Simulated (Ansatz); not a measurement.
# TaO3: pulling the crystal apart

This session takes TaO3 and sets out to open the crystal across a (1 0 0) plane.

Computed with Ansatz 0.2.0 (DFT r2SCAN, scalar-relativistic, plane waves, PAW, unless a step's input says otherwise).

2 further runs of the same task are left out: 2 set aside as unsound or not needed. Runs told in other sessions of the task aren't counted.

### Step 1. The starting structure

Symmetry: Pm-3m, No. 221, cubic system. The conventional cell has a = 3.928 Å, b = 3.928 Å, c = 3.928 Å, α = 90.00°, β = 90.00°, γ = 90.00°. Ta (site symmetry m-3m) is surrounded by 6 O at 1.96 Å. O (site symmetry 4/mmm) has 2 Ta at 1.96 Å in its first shell of neighbours.

As a file:

```cif
data_structure
_symmetry_space_group_name_H-M 'Pm-3m'
_symmetry_Int_Tables_number 221
_cell_length_a 3.9276
_cell_length_b 3.9276
_cell_length_c 3.9276
_cell_angle_alpha 90.000
_cell_angle_beta 90.000
_cell_angle_gamma 90.000
_cell_volume 60.59
loop_
_atom_site_label
_atom_site_type_symbol
_atom_site_symmetry_multiplicity
_atom_site_Wyckoff_symbol
_atom_site_fract_x
_atom_site_fract_y
_atom_site_fract_z
_atom_site_occupancy
Ta1 Ta 1 b 0.50000 0.50000 0.50000 1
O1 O 3 c 0.00000 0.50000 0.50000 1
```

It goes back to an entry of the Materials Project, which need not be the stable form.

It is built from the cell relaxed beforehand with the same method (15.15 Å³/atom).

### Step 2. The reference cell

The cell is repeated 3 times, 12 atoms in all. Reference values: F = -34955.6030 eV; pressure -0.06 GPa; largest force 0.000 eV/Å; gap on the mesh none (metal). It was computed beforehand with the settings of the runs below.

### Step 3. Next: pulling the crystal apart

The cut lies on the cell's a–b face, a (1 0 0) plane of area 15.43 Å², between layers 1.96 Å apart (O below, O, Ta above); the cell is 11.8 Å thick. Vector c is lengthened by d along the normal with the atoms' Cartesian places fixed: one unrelaxed cut per cell.

### Step 4. d = 1.00 Å

File input.yaml:

```yaml
crystal:
  lattice:
    - [0.0, -3.9276404777, 0.0]
    - [0.0, 0.0, -3.9276404777]
    - [12.7829214331, 0.0, 0.0]
  atoms:
    - { symbol: Ta, position: [0.5, 0.5, 0.0767988556] }
    - { symbol: Ta, position: [0.5, 0.5, 0.3840557294] }
    - { symbol: Ta, position: [0.5, 0.5, 0.6913126032] }
    - { symbol: O, position: [0.5, 0.5, 0.2304272925], spin: 0.38 }
    - { symbol: O, position: [0.5, 0.5, 0.5376841663], spin: 0.38 }
    - { symbol: O, position: [0.5, 0.5, 0.8449410401], spin: 0.38 }
    - { symbol: O, position: [0.5, 0.0, 0.0767988556], spin: 0.38 }
    - { symbol: O, position: [0.5, 0.0, 0.3840557294], spin: 0.38 }
    - { symbol: O, position: [0.5, 0.0, 0.6913126032], spin: 0.38 }
    - { symbol: O, position: [0.0, 0.5, 0.0767988556], spin: 0.38 }
    - { symbol: O, position: [0.0, 0.5, 0.3840557294], spin: 0.38 }
    - { symbol: O, position: [0.0, 0.5, 0.6913126032], spin: 0.38 }
basis:
  ecutwfc: 500
kpoints:
  mp_grid: { grid: [12, 12, 4] }
hamiltonian:
  xc: r2scan
scf:
  occupations: { method: gaussian, width: 0.15 }
output:
  forces: true
  stress: true
  eigenvalues: true
  populations: true
magnetization:
  spin_polarized: true
```

Command:

```bash
ansatz run input.yaml --threads 2 --pin off --max-ram 5120MiB --backend cpu --events-out ev --progress --plain --runs-dir out
```

### Step 5. d = 3.00 Å

File input.yaml:

```yaml
crystal:
  lattice:
    - [0.0, -3.9276404777, 0.0]
    - [0.0, 0.0, -3.9276404777]
    - [14.7829214331, 0.0, 0.0]
  atoms:
    - { symbol: Ta, position: [0.5, 0.5, 0.066408642] }
    - { symbol: Ta, position: [0.5, 0.5, 0.3320963476] }
    - { symbol: Ta, position: [0.5, 0.5, 0.5977840532] }
    - { symbol: O, position: [0.5, 0.5, 0.1992524948], spin: 0.38 }
    - { symbol: O, position: [0.5, 0.5, 0.4649402004], spin: 0.38 }
    - { symbol: O, position: [0.5, 0.5, 0.730627906], spin: 0.38 }
    - { symbol: O, position: [0.5, 0.0, 0.066408642], spin: 0.38 }
    - { symbol: O, position: [0.5, 0.0, 0.3320963476], spin: 0.38 }
    - { symbol: O, position: [0.5, 0.0, 0.5977840532], spin: 0.38 }
    - { symbol: O, position: [0.0, 0.5, 0.066408642], spin: 0.38 }
    - { symbol: O, position: [0.0, 0.5, 0.3320963476], spin: 0.38 }
    - { symbol: O, position: [0.0, 0.5, 0.5977840532], spin: 0.38 }
basis:
  ecutwfc: 500
kpoints:
  mp_grid: { grid: [12, 12, 4] }
hamiltonian:
  xc: r2scan
scf:
  occupations: { method: gaussian, width: 0.15 }
output:
  forces: true
  stress: true
  eigenvalues: true
  populations: true
magnetization:
  spin_polarized: true
```

### Step 6. Point d = 0.50 Å

File input.yaml:

```yaml
crystal:
  lattice:
    - [0.0, -3.9276404777, 0.0]
    - [0.0, 0.0, -3.9276404777]
    - [12.2829214331, 0.0, 0.0]
  atoms:
    - { symbol: Ta, position: [0.5, 0.5, 0.0799251011] }
    - { symbol: Ta, position: [0.5, 0.5, 0.3996894584] }
    - { symbol: Ta, position: [0.5, 0.5, 0.7194538157] }
    - { symbol: O, position: [0.5, 0.5, 0.2398072797], spin: 0.38 }
    - { symbol: O, position: [0.5, 0.5, 0.559571637], spin: 0.38 }
    - { symbol: O, position: [0.5, 0.5, 0.8793359943], spin: 0.38 }
    - { symbol: O, position: [0.5, 0.0, 0.0799251011], spin: 0.38 }
    - { symbol: O, position: [0.5, 0.0, 0.3996894584], spin: 0.38 }
    - { symbol: O, position: [0.5, 0.0, 0.7194538157], spin: 0.38 }
    - { symbol: O, position: [0.0, 0.5, 0.0799251011], spin: 0.38 }
    - { symbol: O, position: [0.0, 0.5, 0.3996894584], spin: 0.38 }
    - { symbol: O, position: [0.0, 0.5, 0.7194538157], spin: 0.38 }
basis:
  ecutwfc: 500
kpoints:
  mp_grid: { grid: [12, 12, 4] }
hamiltonian:
  xc: r2scan
scf:
  occupations: { method: gaussian, width: 0.15 }
output:
  forces: true
  stress: true
  eigenvalues: true
  populations: true
magnetization:
  spin_polarized: true
```

(Steps that only read results are left out.)

Q: Predict the outcome of this session. Wanted: largest traction sampled.

The runs gave:

| quantity | value |
| --- | --- |
| energy at d = 3.00 Å | 2.32 J/m² |
| largest traction sampled | 19.9 GPa at d = 0.50 Å |

At the widest gap sampled, 3.00 Å, the traction is still 0.8 GPa, so 2.32 J/m² is not yet the full work of separation. The traction peaks at 19.9 GPa near 0.50 Å, an estimate of the ideal strength of rigid blocks on this coarse sampling. Other magnetic orders or occupations could lie lower; they were not searched in full. Spin-orbit coupling is left out for Ta. The small moment in this metal comes from r2SCAN alone, which enlarges such moments; no other functional was run here. Layers here are held mostly by dispersion, which this level lacks, so their spacing and the stiffness across them are unreliable there.
